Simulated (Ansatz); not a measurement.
# C₂H₈NSb: up Jacob's ladder to CCSD(T)

One table from this session's results is given with a row withheld; the runs are named, their logs left out.

Method: functionals in def2-TZVPP, the program's frozen cores in correlated methods; program: Ansatz 0.2.0, Gaussian basis.

Levels to be run: PBE-D4, r2SCAN-D4, PBE0-D4, B3LYP-D4, ωB97X-V, ωB97M-V, B2PLYP; CCSD(T)/def2-TZVPP; MP2/def2-QZVPP; extrapolation to the limit.

### The geometry

An earlier PBE0-D4 in a triple-zeta def2 set relaxation fixed the geometry. Sb takes the def2 core potential; no spin-orbit term is included.

SMILES `CC[NH][SbH2]`, 12 atoms, charge 0, spin multiplicity 1.

Atoms are counted from 1 here; the program's logs count them from 0.

Bond lengths: C1–C2 1.516 Å, C1–H5 1.092 Å, C1–H6 1.094 Å, C1–H7 1.093 Å, C2–N3 1.453 Å, C2–H8 1.095 Å, C2–H9 1.102 Å, N3–Sb4 2.027 Å, N3–H10 1.013 Å, Sb4–H11 1.727 Å, Sb4–H12 1.712 Å. Angles: C2–C1–H5 110.6°, C2–C1–H6 110.9°, C2–C1–H7 110.9°, H5–C1–H6 108.1°, H5–C1–H7 108.7°, H6–C1–H7 107.6°, C1–C2–N3 111.1°, C1–C2–H8 109.6°, C1–C2–H9 109.6°, N3–C2–H8 107.6°, N3–C2–H9 112.7°, H8–C2–H9 106.1°, C2–N3–Sb4 119.3°, C2–N3–H10 111.1°, Sb4–N3–H10 110.6°, N3–Sb4–H11 97.9°, N3–Sb4–H12 93.0°, H11–Sb4–H12 89.9°.

The first run:

in.yaml

```yaml
crystal:
  periodic: [false, false, false]
  atoms:
    - {symbol: C, position_ang: [-1.311571, 0.929871, 0.698670]}
    - {symbol: C, position_ang: [-0.400211, -0.140957, 0.132655]}
    - {symbol: N, position_ang: [0.899557, 0.408487, -0.212361]}
    - {symbol: Sb, position_ang: [2.284427, -0.788073, -1.083268]}
    - {symbol: H, position_ang: [-1.430837, 1.749221, -0.013208]}
    - {symbol: H, position_ang: [-0.901154, 1.342767, 1.625223]}
    - {symbol: H, position_ang: [-2.298039, 0.519602, 0.928150]}
    - {symbol: H, position_ang: [-0.839762, -0.551344, -0.782733]}
    - {symbol: H, position_ang: [-0.332889, -0.981270, 0.842617]}
    - {symbol: H, position_ang: [1.302725, 0.911157, 0.569114]}
    - {symbol: H, position_ang: [1.858657, -2.261126, -0.287788]}
    - {symbol: H, position_ang: [1.246198, -1.193436, -2.382969]}
basis:
  gaussian: {orbitals: def2-TZVPP}
hamiltonian: {xc: pbe, dispersion: d4}
output: {forces: true, orbitals: {seedname: orbitals}}
```

Started as:

```bash
$ ansatz run in.yaml --threads 4 --pin off --events-out ev --progress --plain --max-ram 10444MiB
```

Among the steps run: PBE-D4 (GGA); r2SCAN-D4 (meta-GGA); PBE0-D4 (hybrid); B3LYP-D4 (hybrid); ωB97X-V (range-separated); ωB97M-V (range-separated); B2PLYP (double hybrid); CCSD(T) in def2-TZVPP; MP2 in def2-QZVPP.

One of the session's tables, all rows but one given; the rest of the session is left out.

It belongs to the step «Atomisation energies». 

| method | atomisation energy (kJ/mol) |
| --- | --- |
| PBE-D4 | 4081.4 |
| r2SCAN-D4 | 3991.5 |
| PBE0-D4 | 4008.1 |
| B3LYP-D4 | 4034.3 |
| ωB97X-V | 4036.4 |
| ωB97M-V | ? |
| B2PLYP | 3965.6 |
| HF/def2-TZVPP | 2804.2 |
| MP2/def2-TZVPP | 3894.9 |
| CCSD/def2-TZVPP | 3842.9 |
| CCSD(T)/def2-TZVPP | 3900.6 |
| MP2/CBS | 4007.5 |
| CCSD(T)/CBS | 4013.3 |

Estimate the missing values for ωB97M-V.

**Answer.** atomisation energy (kJ/mol): 4014.2. In the column «atomisation energy (kJ/mol)» it lies between CCSD(T)/CBS (4013.3) and B3LYP-D4 (4034.3).

Limits of these values: Free atoms (2 C, 1 N, 1 Sb, 8 H) were run apart at each level; the atomisation energy is their sum less the molecule, without zero-point or spin-orbit terms.
